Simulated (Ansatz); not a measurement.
# CH6Si + SiH4: a complex and its separated parts, part 2 of 3

Ansatz 0.2.0, Gaussian basis.

### Step 11. r2SCAN0-D4/def2-TZVPP

The inputs:

parta/in.yaml

```yaml
crystal:
  periodic: [false, false, false]
  atoms:
    - {symbol: Si, position_ang: [-0.107012, -0.205792, 1.029308]}
    - {symbol: H, position_ang: [0.842110, -1.345397, 0.907115]}
    - {symbol: H, position_ang: [-1.460189, -0.683447, 0.635327]}
    - {symbol: H, position_ang: [0.310425, 0.851939, 0.069395]}
    - {symbol: C, position_ang: [-0.122876, 0.457279, 2.778500]}
    - {symbol: H, position_ang: [-0.428824, -0.317942, 3.484438]}
    - {symbol: H, position_ang: [0.869619, 0.808565, 3.069133]}
    - {symbol: H, position_ang: [-0.819292, 1.293679, 2.869903]}
basis:
  gaussian: {orbitals: def2-TZVPP}
hamiltonian: {xc: {name: r2SCAN0}, dispersion: d4}
```

partb/in.yaml

```yaml
crystal:
  periodic: [false, false, false]
  atoms:
    - {symbol: H, position_ang: [-0.033746, -1.305129, -2.034689]}
    - {symbol: Si, position_ang: [0.183207, -0.171762, -2.968628]}
    - {symbol: H, position_ang: [1.514877, 0.432376, -2.712700]}
    - {symbol: H, position_ang: [0.124198, -0.665051, -4.367565]}
    - {symbol: H, position_ang: [-0.872496, 0.850782, -2.759534]}
basis:
  gaussian: {orbitals: def2-TZVPP}
hamiltonian: {xc: {name: r2SCAN0}, dispersion: d4}
```

The same command starts each run, in its folder.

On the command line:

```
ansatz run in.yaml --threads 4 --pin off --events-out ev --progress --plain --max-ram 9574MiB
```

Output in parta, shortened:

```text
Functional definition: r2SCAN0
  name "r2SCAN0"
  cite "Bursch, Neugebauer, Ehlert & Grimme, J. Chem. Phys. 156, 134105 (2022) doi:10.1063/5.0086040"
  cite "Furness, Kaplan, Ning, Perdew & Sun, J. Phys. Chem. Lett. 11, 8208 (2020) doi:10.1021/acs.jpclett.0c02405"
  cite "Furness, Kaplan, Ning, Perdew & Sun, J. Phys. Chem. Lett. 11, 9248 (2020) doi:10.1021/acs.jpclett.0c03077"
  parent r2scan
[...]
825 factors; their error is unknown
[...]
mean field -9011.54643612 eV, -331.1682232820 hartree, gradient 4.1e-5 eV, S^2 0.000000; 0 other end points of the search recorded, 0 dependent functions left out
reference -9011.54644552 eV, -331.1682236273 hartree; 13, 13 occupied and 144, 144 virtual orbitals, 825 factors
Total energy: -9011.57419988 eV, -331.1692435811 hartree
```

Output in partb, shortened:

```text
Functional definition: r2SCAN0
  name "r2SCAN0"
  cite "Bursch, Neugebauer, Ehlert & Grimme, J. Chem. Phys. 156, 134105 (2022) doi:10.1063/5.0086040"
  cite "Furness, Kaplan, Ning, Perdew & Sun, J. Phys. Chem. Lett. 11, 8208 (2020) doi:10.1021/acs.jpclett.0c02405"
  cite "Furness, Kaplan, Ning, Perdew & Sun, J. Phys. Chem. Lett. 11, 9248 (2020) doi:10.1021/acs.jpclett.0c03077"
  parent r2scan
[...]
527 factors; their error is unknown
[...]
mean field -7941.68718206 eV, -291.8516208717 hartree, gradient 3.9e-6 eV, S^2 0.000000; 0 other end points of the search recorded, 0 dependent functions left out
reference -7941.68719051 eV, -291.8516211825 hartree; 9, 9 occupied and 89, 89 virtual orbitals, 527 factors
Total energy: -7941.69825393 eV, -291.8520277555 hartree
```

They took 2.7 s (parta), 1.5 s (partb) on 4 threads of Intel Xeon at 2.50GHz, shared host.

### Step 12. BHLYP-D4/def2-TZVPP

The same edit goes into each in.yaml of step 11 (parta, partb):

```diff
-hamiltonian: {xc: {name: r2SCAN0}, dispersion: d4}
+hamiltonian: {xc: {name: BHLYP}, dispersion: d4}
```

One command serves all of them, each in its own folder.

On the command line:

```
ansatz run in.yaml --threads 4 --pin off --events-out ev --progress --plain --max-ram 9574MiB
```

Log of parta, shortened:

```text
Functional definition: BHLYP
  name "BHLYP"
  cite "Becke, J. Chem. Phys. 98, 1372 (1993) doi:10.1063/1.464304"
  cite "Becke, Phys. Rev. A 38, 3098 (1988) doi:10.1103/PhysRevA.38.3098"
  cite "Lee, Yang & Parr, Phys. Rev. B 37, 785 (1988) doi:10.1103/PhysRevB.37.785"
[...]
885 factors; their error is unknown
[...]
mean field -9012.52078452 eV, -331.2040299252 hartree, gradient 2.6e-5 eV, S^2 0.000000; 0 other end points of the search recorded, 0 dependent functions left out
reference -9012.52094912 eV, -331.2040359739 hartree; 13, 13 occupied and 144, 144 virtual orbitals, 885 factors
Total energy: -9012.63907567 eV, -331.2083770447 hartree
```

Log of partb, shortened:

```text
Functional definition: BHLYP
  name "BHLYP"
  cite "Becke, J. Chem. Phys. 98, 1372 (1993) doi:10.1063/1.464304"
  cite "Becke, Phys. Rev. A 38, 3098 (1988) doi:10.1103/PhysRevA.38.3098"
  cite "Lee, Yang & Parr, Phys. Rev. B 37, 785 (1988) doi:10.1103/PhysRevB.37.785"
[...]
546 factors; their error is unknown
[...]
mean field -7942.64021008 eV, -291.8866440057 hartree, gradient 4.8e-6 eV, S^2 0.000000; 0 other end points of the search recorded, 0 dependent functions left out
reference -7942.64035269 eV, -291.8866492462 hartree; 9, 9 occupied and 89, 89 virtual orbitals, 546 factors
Total energy: -7942.68793536 eV, -291.8883978774 hartree
```

Wall times: 2.3 s (parta), 0.76 s (partb) on 4 threads of Intel Xeon at 2.50GHz, shared host.

### Step 13. CAM-B3LYP-D4/def2-TZVPP

Each input of step 12 (parta, partb) changes in the same lines:

```diff
-hamiltonian: {xc: {name: BHLYP}, dispersion: d4}
+hamiltonian: {xc: {name: CAM-B3LYP}, dispersion: d4}
```

The same command starts each run, in its folder.

On the command line:

```
ansatz run in.yaml --threads 4 --pin off --events-out ev --progress --plain --max-ram 9574MiB
```

Output in parta, shortened:

```text
Functional definition: CAM-B3LYP
  name "CAM-B3LYP"
  cite "Yanai, Tew & Handy, Chem. Phys. Lett. 393, 51 (2004) doi:10.1016/j.cplett.2004.06.011"
  cite "Iikura, Tsuneda, Yanai & Hirao, J. Chem. Phys. 115, 3540 (2001) doi:10.1063/1.1383587"
  cite "Becke, Phys. Rev. A 38, 3098 (1988) doi:10.1103/PhysRevA.38.3098"
  cite "Lee, Yang & Parr, Phys. Rev. B 37, 785 (1988) doi:10.1103/PhysRevB.37.785"
[...]
  # Exact exchange under (alpha + beta erf(omega r))/r, Becke's under what is left of 1/r.
[...]
825 factors; their error is unknown
228 factors; integrals over basis functions are off by at most 1.5e-5 eV
[...]
mean field -9012.69720877 eV, -331.2105133968 hartree, gradient 3.6e-5 eV, S^2 0.000000; 0 other end points of the search recorded, 0 dependent functions left out
reference -9012.69732822 eV, -331.2105177863 hartree; 13, 13 occupied and 144, 144 virtual orbitals, 825 factors
Total energy: -9012.78136894 eV, -331.2136062258 hartree
```

Log of partb, shortened:

```text
Functional definition: CAM-B3LYP
  name "CAM-B3LYP"
  cite "Yanai, Tew & Handy, Chem. Phys. Lett. 393, 51 (2004) doi:10.1016/j.cplett.2004.06.011"
  cite "Iikura, Tsuneda, Yanai & Hirao, J. Chem. Phys. 115, 3540 (2001) doi:10.1063/1.1383587"
  cite "Becke, Phys. Rev. A 38, 3098 (1988) doi:10.1103/PhysRevA.38.3098"
  cite "Lee, Yang & Parr, Phys. Rev. B 37, 785 (1988) doi:10.1103/PhysRevB.37.785"
[...]
  # Exact exchange under (alpha + beta erf(omega r))/r, Becke's under what is left of 1/r.
[...]
527 factors; their error is unknown
147 factors; integrals over basis functions are off by at most 1.2e-5 eV
[...]
mean field -7942.76499949 eV, -291.8912299319 hartree, gradient 9.0e-6 eV, S^2 0.000000; 0 other end points of the search recorded, 0 dependent functions left out
reference -7942.76510196 eV, -291.8912336975 hartree; 9, 9 occupied and 89, 89 virtual orbitals, 527 factors
Total energy: -7942.79927099 eV, -291.8924893861 hartree
```

Times: 2.3 s (parta), 1 s (partb) on 4 threads of Intel Xeon at 2.50GHz, shared host.

### Step 14. wB97X-V/def2-TZVPP

The same edit goes into each in.yaml of step 13 (parta, partb):

```diff
-hamiltonian: {xc: {name: CAM-B3LYP}, dispersion: d4}
+hamiltonian: {xc: {name: wB97X-V}}
```

Each run has its own folder and the same command.

On the command line:

```
ansatz run in.yaml --threads 4 --pin off --events-out ev --progress --plain --max-ram 9574MiB
```

Output in parta, shortened:

```text
Functional definition: wB97X-V
  name "wB97X-V"
  cite "Mardirossian & Head-Gordon, Phys. Chem. Chem. Phys. 16, 9904 (2014) doi:10.1039/C3CP54374A"
  cite "Becke, J. Chem. Phys. 107, 8554 (1997) doi:10.1063/1.475007"
  cite "Vydrov & Van Voorhis, J. Chem. Phys. 133, 244103 (2010) doi:10.1063/1.3521275"
[...]
      + integral(e_c_pw_opposite_spin*poly(b97_u_opposite, cos0, cos1)) + vv10(b, c)
825 factors; their error is unknown
217 factors; integrals over basis functions are off by at most 1.1e-5 eV
[...]
mean field -9011.67113947 eV, -331.1728060455 hartree, gradient 5.7e-5 eV, S^2 0.000000; 0 other end points of the search recorded, 0 dependent functions left out
reference -9011.67113754 eV, -331.1728059744 hartree; 13, 13 occupied and 144, 144 virtual orbitals, 825 factors
Total energy: -9011.67113754 eV, -331.1728059744 hartree
```

partb printed, shortened:

```text
Functional definition: wB97X-V
  name "wB97X-V"
  cite "Mardirossian & Head-Gordon, Phys. Chem. Chem. Phys. 16, 9904 (2014) doi:10.1039/C3CP54374A"
  cite "Becke, J. Chem. Phys. 107, 8554 (1997) doi:10.1063/1.475007"
  cite "Vydrov & Van Voorhis, J. Chem. Phys. 133, 244103 (2010) doi:10.1063/1.3521275"
[...]
      + integral(e_c_pw_opposite_spin*poly(b97_u_opposite, cos0, cos1)) + vv10(b, c)
527 factors; their error is unknown
136 factors; integrals over basis functions are off by at most 1.1e-5 eV
[...]
mean field -7941.38123132 eV, -291.8403773894 hartree, gradient 2.9e-5 eV, S^2 0.000000; 0 other end points of the search recorded, 0 dependent functions left out
reference -7941.38122958 eV, -291.8403773255 hartree; 9, 9 occupied and 89, 89 virtual orbitals, 527 factors
Total energy: -7941.38122958 eV, -291.8403773255 hartree
```

Wall times: 4.8 s (parta), 2 s (partb) on 4 threads of Intel Xeon at 2.50GHz, shared host.

### Step 15. wB97M-V/def2-TZVPP

The same edit goes into each in.yaml of step 14 (parta, partb):

```diff
-hamiltonian: {xc: {name: wB97X-V}}
+hamiltonian: {xc: {name: wB97M-V}}
```

One command serves all of them, each in its own folder.

On the command line:

```
ansatz run in.yaml --threads 4 --pin off --events-out ev --progress --plain --max-ram 9574MiB
```

Log of parta, shortened:

```text
Functional definition: wB97M-V
  name "wB97M-V"
  cite "Mardirossian & Head-Gordon, J. Chem. Phys. 144, 214110 (2016) doi:10.1063/1.4952647"
  cite "Becke, J. Chem. Phys. 107, 8554 (1997) doi:10.1063/1.475007"
  cite "Vydrov & Van Voorhis, J. Chem. Phys. 133, 244103 (2010) doi:10.1063/1.3521275"
  # Of w^i u^j: cxij and so on, Table III.
[...]
  gx(w, u) = 1 - cx + cx01*u + cx10*w
[...]
      + integral(e_c_pw_mod_opposite_spin*gos(b97_w_opposite, b97_u_opposite)) + vv10(b, c)
825 factors; their error is unknown
217 factors; integrals over basis functions are off by at most 1.1e-5 eV
[...]
mean field -9011.51809930 eV, -331.1671819228 hartree, gradient 1.8e-5 eV, S^2 0.000000; 0 other end points of the search recorded, 0 dependent functions left out
reference -9011.51814626 eV, -331.1671836486 hartree; 13, 13 occupied and 144, 144 virtual orbitals, 825 factors
Total energy: -9011.51814626 eV, -331.1671836486 hartree
```

partb printed, shortened:

```text
Functional definition: wB97M-V
  name "wB97M-V"
  cite "Mardirossian & Head-Gordon, J. Chem. Phys. 144, 214110 (2016) doi:10.1063/1.4952647"
  cite "Becke, J. Chem. Phys. 107, 8554 (1997) doi:10.1063/1.475007"
  cite "Vydrov & Van Voorhis, J. Chem. Phys. 133, 244103 (2010) doi:10.1063/1.3521275"
  # Of w^i u^j: cxij and so on, Table III.
[...]
  gx(w, u) = 1 - cx + cx01*u + cx10*w
[...]
      + integral(e_c_pw_mod_opposite_spin*gos(b97_w_opposite, b97_u_opposite)) + vv10(b, c)
527 factors; their error is unknown
136 factors; integrals over basis functions are off by at most 1.1e-5 eV
[...]
mean field -7941.54406597 eV, -291.8463614526 hartree, gradient 4.9e-5 eV, S^2 0.000000; 0 other end points of the search recorded, 0 dependent functions left out
reference -7941.54410836 eV, -291.8463630104 hartree; 9, 9 occupied and 89, 89 virtual orbitals, 527 factors
Total energy: -7941.54410836 eV, -291.8463630104 hartree
```

They took 4.7 s (parta), 1.9 s (partb) on 4 threads of Intel Xeon at 2.50GHz, shared host.

### Step 16. B2PLYP/def2-TZVPP

Each input of step 15 (parta, partb) changes in the same lines:

```diff
-hamiltonian: {xc: {name: wB97M-V}}
+hamiltonian: {xc: {name: B2PLYP}}
```

One command serves all of them, each in its own folder.

On the command line:

```
ansatz run in.yaml --threads 4 --pin off --events-out ev --progress --plain --max-ram 9574MiB
```

Log of parta, shortened:

```text
Functional definition: B2PLYP
  name "B2PLYP"
  cite "Grimme, J. Chem. Phys. 124, 034108 (2006) doi:10.1063/1.2148954"
  cite "Becke, Phys. Rev. A 38, 3098 (1988) doi:10.1103/PhysRevA.38.3098"
  cite "Lee, Yang & Parr, Phys. Rev. B 37, 785 (1988) doi:10.1103/PhysRevB.37.785"
[...]
873 factors; integrals over basis functions are off by at most 1.1e-3 eV
[...]
mean field -9005.88092049 eV, -330.9600194225 hartree, gradient 8.0e-6 eV, S^2 0.000000; 0 other end points of the search recorded, 0 dependent functions left out
6 core orbitals not correlated: weight in the atoms' cores, before any rotation towards them, 1.000 or more for the frozen orbitals, at most 0.000 for the correlated occupied ones
reference -9005.88107458 eV, -330.9600250852 hartree; 7, 7 occupied and 144, 144 virtual orbitals, 873 factors
second order -10.50682333 eV of doubles, -0.00000000 eV of singles
Total energy: -9008.71791688 eV, -331.0642771169 hartree
```

partb printed, shortened:

```text
Functional definition: B2PLYP
  name "B2PLYP"
  cite "Grimme, J. Chem. Phys. 124, 034108 (2006) doi:10.1063/1.2148954"
  cite "Becke, Phys. Rev. A 38, 3098 (1988) doi:10.1103/PhysRevA.38.3098"
  cite "Lee, Yang & Parr, Phys. Rev. B 37, 785 (1988) doi:10.1103/PhysRevB.37.785"
[...]
537 factors; integrals over basis functions are off by at most 8.4e-4 eV
[...]
mean field -7937.89733060 eV, -291.7123463996 hartree, gradient 2.5e-6 eV, S^2 0.000000; 0 other end points of the search recorded, 0 dependent functions left out
5 core orbitals not correlated: weight in the atoms' cores, before any rotation towards them, 1.000 or more for the frozen orbitals, at most 0.000 for the correlated occupied ones
reference -7937.89746375 eV, -291.7123512926 hartree; 4, 4 occupied and 89, 89 virtual orbitals, 537 factors
second order -4.78236535 eV of doubles, -0.00000000 eV of singles
Total energy: -7939.18870239 eV, -291.7598034376 hartree
```

They took 3.3 s (parta), 1.3 s (partb) on 4 threads of Intel Xeon at 2.50GHz, shared host.

### Step 17. PBE-QIDH/def2-TZVPP

Each input of step 16 (parta, partb) changes in the same lines:

```diff
-hamiltonian: {xc: {name: B2PLYP}}
+hamiltonian: {xc: {name: PBE-QIDH}}
```

Each run has its own folder and the same command.

On the command line:

```
ansatz run in.yaml --threads 4 --pin off --events-out ev --progress --plain --max-ram 9574MiB
```

Output in parta, shortened:

```text
Functional definition: PBE-QIDH
  name "PBE-QIDH"
  cite "Brémond, Sancho-García, Pérez-Jiménez & Adamo, J. Chem. Phys. 141, 031101 (2014) doi:10.1063/1.4890314"
  cite "Perdew, Burke & Ernzerhof, Phys. Rev. Lett. 77, 3865 (1996) doi:10.1103/PhysRevLett.77.3865"
[...]
873 factors; integrals over basis functions are off by at most 1.1e-3 eV
[...]
mean field -9002.70188133 eV, -330.8431918883 hartree, gradient 1.2e-6 eV, S^2 0.000000; 0 other end points of the search recorded, 0 dependent functions left out
6 core orbitals not correlated: weight in the atoms' cores, before any rotation towards them, 1.000 or more for the frozen orbitals, at most 0.000 for the correlated occupied ones
reference -9002.70189298 eV, -330.8431923164 hartree; 7, 7 occupied and 144, 144 virtual orbitals, 873 factors
second order -9.77816776 eV of doubles, -0.00000000 eV of singles
Total energy: -9005.96128223 eV, -330.9629726622 hartree
```

partb printed, shortened:

```text
Functional definition: PBE-QIDH
  name "PBE-QIDH"
  cite "Brémond, Sancho-García, Pérez-Jiménez & Adamo, J. Chem. Phys. 141, 031101 (2014) doi:10.1063/1.4890314"
  cite "Perdew, Burke & Ernzerhof, Phys. Rev. Lett. 77, 3865 (1996) doi:10.1103/PhysRevLett.77.3865"
[...]
537 factors; integrals over basis functions are off by at most 8.4e-4 eV
[...]
mean field -7935.34621159 eV, -291.6185945051 hartree, gradient 4.6e-6 eV, S^2 0.000000; 0 other end points of the search recorded, 0 dependent functions left out
5 core orbitals not correlated: weight in the atoms' cores, before any rotation towards them, 1.000 or more for the frozen orbitals, at most 0.000 for the correlated occupied ones
reference -7935.34622217 eV, -291.6185948937 hartree; 4, 4 occupied and 89, 89 virtual orbitals, 537 factors
second order -4.44765898 eV of doubles, -0.00000000 eV of singles
Total energy: -7936.82877516 eV, -291.6730777113 hartree
```

Times: 3.4 s (parta), 1.3 s (partb) on 4 threads of Intel Xeon at 2.50GHz, shared host.

### Step 18. RPA on PBE/def2-TZVPP

The same edit goes into each in.yaml of step 17 (parta, partb):

```diff
-hamiltonian: {xc: {name: PBE-QIDH}}
+hamiltonian: {xc: pbe}
+correlation: {method: rpa}
```

One command serves all of them, each in its own folder.

On the command line:

```
ansatz run in.yaml --threads 4 --pin off --events-out ev --progress --plain --max-ram 9574MiB
```

Log of parta, shortened:

```text
Functional definition: PBE
  name "PBE"
  cite "Perdew, Burke & Ernzerhof, Phys. Rev. Lett. 77, 3865 (1996) doi:10.1103/PhysRevLett.77.3865"
  parent pbe
[...]
873 factors; integrals over basis functions are off by at most 1.1e-3 eV
[...]
mean field -9007.20318423 eV, -331.0086117188 hartree, gradient 1.2e-6 eV, S^2 0.000000; 0 other end points of the search recorded, 0 dependent functions left out
6 core orbitals not correlated: weight in the atoms' cores, before any rotation towards them, 1.000 or more for the frozen orbitals, at most 0.000 for the correlated occupied ones
reference -8987.79412520 eV, -330.2953419554 hartree; 7, 7 occupied and 144, 144 virtual orbitals, 873 factors
Total energy: -9004.17058883 eV, -330.8971658933 hartree
```

Log of partb, shortened:

```text
Functional definition: PBE
  name "PBE"
  cite "Perdew, Burke & Ernzerhof, Phys. Rev. Lett. 77, 3865 (1996) doi:10.1103/PhysRevLett.77.3865"
  parent pbe
[...]
537 factors; integrals over basis functions are off by at most 8.4e-4 eV
[...]
mean field -7938.15277152 eV, -291.7217336803 hartree, gradient 5.4e-6 eV, S^2 0.000000; 0 other end points of the search recorded, 0 dependent functions left out
5 core orbitals not correlated: weight in the atoms' cores, before any rotation towards them, 1.000 or more for the frozen orbitals, at most 0.000 for the correlated occupied ones
reference -7925.04988848 eV, -291.2402116098 hartree; 4, 4 occupied and 89, 89 virtual orbitals, 537 factors
Total energy: -7933.57990068 eV, -291.5536837763 hartree
```

Times: 3.1 s (parta), 1.2 s (partb) on 4 threads of Intel Xeon at 2.50GHz, shared host.

### Step 19. CCSD(T)/def2-TZVPP

Each input of step 18 (parta, partb) changes in the same lines:

```diff
-hamiltonian: {xc: pbe}
-correlation: {method: rpa}
+correlation: {method: ccsd_t}
```

One command serves all of them, each in its own folder.

On the command line:

```
ansatz run in.yaml --threads 4 --pin off --events-out ev --progress --plain --max-ram 9574MiB
```

parta printed, shortened:

```text
Functional definition: HF
  name "HF"
  cite "Fock, Z. Phys. 61, 126 (1930) doi:10.1007/BF01340294"
  parent pbe
[...]
873 factors; integrals over basis functions are off by at most 1.1e-3 eV
[...]
mean field -8988.50405359 eV, -330.3214313425 hartree, gradient 3.1e-6 eV, S^2 0.000000; 0 other end points of the search recorded, 0 dependent functions left out
6 core orbitals not correlated: weight in the atoms' cores, before any rotation towards them, 1.000 or more for the frozen orbitals, at most 0.000 for the correlated occupied ones
reference -8988.50405359 eV, -330.3214313425 hartree; 7, 7 occupied and 144, 144 virtual orbitals, 873 factors
second order -8.65904033 eV of doubles, -0.00000000 eV of singles
cycle   1  -9.41198117 eV  change   -7.5e-1 eV  update   6.4e-2
[...]
cycle   8  -9.72783147 eV  change   -4.7e-6 eV  update   1.1e-5
perturbative correction -0.30785483 eV, -0.0113134562 hartree
Total energy: -8998.53973988 eV, -330.6902360113 hartree
```

partb printed, shortened:

```text
Functional definition: HF
  name "HF"
  cite "Fock, Z. Phys. 61, 126 (1930) doi:10.1007/BF01340294"
  parent pbe
[...]
537 factors; integrals over basis functions are off by at most 8.4e-4 eV
[...]
mean field -7925.54428697 eV, -291.2583804194 hartree, gradient 1.8e-6 eV, S^2 0.000000; 0 other end points of the search recorded, 0 dependent functions left out
5 core orbitals not correlated: weight in the atoms' cores, before any rotation towards them, 1.000 or more for the frozen orbitals, at most 0.000 for the correlated occupied ones
reference -7925.54428697 eV, -291.2583804194 hartree; 4, 4 occupied and 89, 89 virtual orbitals, 537 factors
second order -3.90715931 eV of doubles, -0.00000000 eV of singles
cycle   1  -4.49742850 eV  change   -5.9e-1 eV  update   5.5e-2
[...]
cycle   8  -4.71913692 eV  change   -6.8e-7 eV  update   3.7e-6
perturbative correction -0.10443775 eV, -0.0038380164 hartree
Total energy: -7930.36786164 eV, -291.4356435190 hartree
```

Wall times: 11 s (parta), 2 s (partb) on 4 threads of Intel Xeon at 2.50GHz, shared host; peak memory 1.1 GiB.

(Continued in part 3 of 3.)
